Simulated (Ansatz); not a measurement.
# Cs2Na: the cost of one run

Program: Ansatz 0.2.0. Level of theory: DFT PBE, scalar-relativistic, plane waves, PAW. These are calculated values, not measurements.

1 further run of the same task is left out (it didn't finish).

## 1. The system as given

Symmetry: Fd-3m, No. 227, cubic system. Conventional cell: a = 9.658 Å, b = 9.658 Å, c = 9.658 Å, α = 90.00°, β = 90.00°, γ = 90.00°. Cs (site symmetry -3m) is surrounded by 6 Cs at 3.41 Å. Na (site symmetry -43m) has 12 Cs at 4.00 Å and 4 Na at 4.18 Å as nearest neighbours.

Coordinates:

```cif
data_structure
_symmetry_space_group_name_H-M 'P 1'
_symmetry_Int_Tables_number 1
_cell_length_a 6.8291
_cell_length_b 6.8291
_cell_length_c 6.8291
_cell_angle_alpha 60.000
_cell_angle_beta 60.000
_cell_angle_gamma 60.000
_cell_volume 225.21
loop_
_atom_site_label
_atom_site_type_symbol
_atom_site_fract_x
_atom_site_fract_y
_atom_site_fract_z
_atom_site_occupancy
Cs1 Cs 0.62500 0.62500 0.62500 1
Cs2 Cs 0.12500 0.62500 0.62500 1
Cs3 Cs 0.62500 0.62500 0.12500 1
Cs4 Cs 0.62500 0.12500 0.62500 1
Na1 Na 0.00000 0.00000 0.00000 1
Na2 Na 0.25000 0.25000 0.25000 1
```

This is candidate A: cubic Laves (C15) type (Fd-3m, No. 227).

(A quick probe on a coarse mesh, which set the mesh and smearing, is not shown.)

## 3. Rough relaxation on the coarse mesh (candidate A)

The input, input.yaml:

```yaml
crystal:
  lattice:
    - [0.0, 4.8289238216, 4.8289238216]
    - [4.8289238216, 0.0, 4.8289238216]
    - [4.8289238216, 4.8289238216, 0.0]
  atoms:
    - { symbol: Cs, position: [0.625, 0.625, 0.625] }
    - { symbol: Cs, position: [0.125, 0.625, 0.625] }
    - { symbol: Cs, position: [0.625, 0.625, 0.125] }
    - { symbol: Cs, position: [0.625, 0.125, 0.625] }
    - { symbol: Na, position: [0.0, 0.0, 0.0] }
    - { symbol: Na, position: [0.25, 0.25, 0.25] }
basis:
  ecutwfc: 420
kpoints:
  mp_grid: { grid: [4, 4, 4] }
hamiltonian:
  xc: pbe
scf:
  occupations: { method: gaussian, width: 0.1 }
  lower_state_search: "off"
output:
  forces: true
  stress: true
  eigenvalues: true
relax:
  adjacent_minimum: "off"
  f_tol: 0.04
  max_steps: 70
  cell: { stress_tol: 0.4 }
```

Started as:

```sh
$ ansatz run input.yaml --threads 1 --pin off --max-ram 2560MiB --backend cpu --events-out ev --progress --plain --runs-dir out
```

**Question.** How long does this run take on 1 thread of Arm Neoverse V1, shared host, and how much memory does it need?

About 87 s, with a peak of 0.65 GiB.
